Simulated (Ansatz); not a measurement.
# Cl3H3O2Si2: one species, many methods

One table from this session's results is given with a row withheld; the runs are named, their logs left out.

Program: Ansatz 0.2.0, Gaussian basis. Level of theory: functionals in def2-TZVPP, the program's frozen cores in correlated methods. These are calculated values, not measurements.

The runs, in order: PBE-D4, r2SCAN-D4, PBE0-D4, B3LYP-D4, ωB97X-V, ωB97M-V, B2PLYP; CCSD(T)/def2-TZVPP; MP2/def2-QZVPP; extrapolation to the limit.

**The relaxed structure**

The geometry comes from an earlier relaxation with PBE0-D4 in a triple-zeta def2 set; it is a stationary point, not always the lowest conformer.

SMILES `O[SiH](Cl)[Si](O)(Cl)Cl`, 10 atoms, charge 0, spin multiplicity 1.

Atoms are counted from 1 here; the program's logs count them from 0.

Bond lengths: O1–Si2 1.634 Å, O1–H8 0.960 Å, Si2–Cl3 2.054 Å, Si2–Si4 2.340 Å, Si2–H9 1.476 Å, Si4–O5 1.626 Å, Si4–Cl6 2.062 Å, Si4–Cl7 2.047 Å, O5–H10 0.960 Å. Angles: Si2–O1–H8 117.8°, O1–Si2–Cl3 111.8°, O1–Si2–Si4 109.7°, O1–Si2–H9 106.6°, Cl3–Si2–Si4 105.3°, Cl3–Si2–H9 108.6°, Si4–Si2–H9 115.0°, Si2–Si4–O5 109.3°, Si2–Si4–Cl6 106.5°, Si2–Si4–Cl7 113.3°, O5–Si4–Cl6 110.3°, O5–Si4–Cl7 110.4°, Cl6–Si4–Cl7 107.0°, Si4–O5–H10 119.7°.

Set-up of the first run:

File in.yaml:

```yaml
crystal:
  periodic: [false, false, false]
  atoms:
    - {symbol: O, position_ang: [-0.997439, -2.020608, -0.295694]}
    - {symbol: Si, position_ang: [0.442682, -1.259722, -0.169651]}
    - {symbol: Cl, position_ang: [1.490460, -1.877814, 1.485699]}
    - {symbol: Si, position_ang: [0.098425, 1.034115, 0.138943]}
    - {symbol: O, position_ang: [-0.382700, 1.698797, -1.264949]}
    - {symbol: Cl, position_ang: [-1.382001, 1.217946, 1.561932]}
    - {symbol: Cl, position_ang: [1.746003, 2.009450, 0.862004]}
    - {symbol: H, position_ang: [-1.666756, -1.825600, 0.364216]}
    - {symbol: H, position_ang: [1.215486, -1.617152, -1.375355]}
    - {symbol: H, position_ang: [-0.564151, 2.640597, -1.307135]}
basis:
  gaussian: {orbitals: def2-TZVPP}
hamiltonian: {xc: pbe, dispersion: d4}
output: {forces: true, orbitals: {seedname: orbitals}}
```

Run with:

```
$ ansatz run in.yaml --threads 2 --pin off --events-out ev --progress --plain --max-ram 20480MiB --backend cuda --devices 0, --max-vram 18GiB
```

Steps of the session up to this table: PBE-D4 (GGA); r2SCAN-D4 (meta-GGA); PBE0-D4 (hybrid); B3LYP-D4 (hybrid); ωB97X-V (range-separated); ωB97M-V (range-separated); B2PLYP (double hybrid); CCSD(T) in def2-TZVPP; MP2 in def2-QZVPP.

One of the session's tables, all rows but one given; the rest of the session is left out.

| method | atomisation energy (kJ/mol) |
| --- | --- |
| PBE-D4 | 3668.2 |
| r2SCAN-D4 | 3642.0 |
| PBE0-D4 | 3596.7 |
| B3LYP-D4 | 3571.4 |
| ωB97X-V | 3638.8 |
| ωB97M-V | 3637.7 |
| B2PLYP | 3542.4 |
| HF/def2-TZVPP | 2583.4 |
| MP2/def2-TZVPP | ? |
| CCSD/def2-TZVPP | 3427.8 |
| CCSD(T)/def2-TZVPP | 3498.3 |
| MP2/CBS | 3774.2 |
| CCSD(T)/CBS | 3637.2 |

Estimate the missing values for MP2/def2-TZVPP.

The run gave: atomisation energy (kJ/mol): 3635.3. In the column «atomisation energy (kJ/mol)» it lies between PBE0-D4 (3596.7) and CCSD(T)/CBS (3637.2).

Limits of these values: Free atoms (2 O, 2 Si, 3 Cl, 3 H) were run apart at each level; the atomisation energy is their sum less the molecule, without zero-point or spin-orbit terms.
